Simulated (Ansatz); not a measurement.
Consider an atomisation energy of CH4BBrS, SMILES CB(S)Br (Ansatz 0.2.0, Python API).

`run_tae.py`
```python
from collections import Counter

import ansatz as az


def energy(molecule, charge=0, unpaired=0):
    calc = (
        molecule.calculation()
        .basis(gaussian='def2-SVP')
        .functional('HF')
    )
    if charge:
        calc = calc.charge(charge)
    if unpaired:
        calc = calc.spin('collinear', total=unpaired)
    report = calc.run(threads=1).report
    if report['published_state_doubts']:
        print('  doubts:', report['published_state_doubts'])
    return report['free_energy_ev']

GEOMETRY = '''
C    -0.09400    0.99180   -0.02490
B     0.09420   -0.49650   -0.38300
S     1.19950   -1.54310    0.67790
Br   -0.74180   -1.30400   -1.96370
H     0.43940    1.31200    0.84850
H     0.18330    1.67920   -0.89350
H    -1.19530    1.20850    0.15770
H     0.20690   -1.90500    1.52520
'''


def main() -> None:
    mol = az.Crystal.molecule()
    for line in GEOMETRY.strip().splitlines():
        symbol, *xyz = line.split()
        mol = mol.atom(symbol, [float(v) for v in xyz])

    unpaired = {'C': 2, 'B': 1, 'S': 2, 'Br': 1, 'H': 1}
    counts = Counter(site.symbol for site in mol.cartesian_sites)
    atom_energy = {s: energy(az.Crystal.molecule().atom(s, (0, 0, 0)), 0, unpaired[s]) for s in counts}
    whole = energy(mol, 0, 0)
    for s, e in atom_energy.items():
        print(f'{s:2s} x{counts[s]}  {e:14.5f} eV')
    print(f'CH4BBrS: {whole:.5f} eV')
    split = sum(counts[s] * e for s, e in atom_energy.items()) - whole
    print(f'atomisation energy (no zero-point term): {23.060548 * split:.1f} kcal/mol, {split / sum(counts.values()):.3f} eV an atom')


if __name__ == '__main__':
    main()
```

What does it cost to take this molecule apart into atoms?

504.7 kcal/mol from the electronic energies, without the zero-point term.

The run itself:

Running `python run_tae.py` prints:
```text
C  x1     -1024.37889 eV
B  x1      -666.69406 eV
S  x1    -10812.89050 eV
Br x1    -69989.92225 eV
H  x4       -13.58606 eV
CH4BBrS: -82570.11431 eV
atomisation energy (no zero-point term): 504.7 kcal/mol, 2.736 eV an atom
```

Reading the output:
- Total energies depend on the basis set; only differences at equal settings carry meaning.
- The geometry is a force-field or estimated start, not a minimum of this method, and the basis set is short of its limit. All parts are taken at fixed geometry, without zero-point energy.
- Hartree-Fock leaves correlation out, so bond, atomisation and ionisation energies come out well too low.
- The spin-orbit lowering of heavy atoms is left out.
- Timing: 1.6 s on 1 thread of Arm Neoverse V2, with other jobs on the host, peak memory 0.24 GiB.
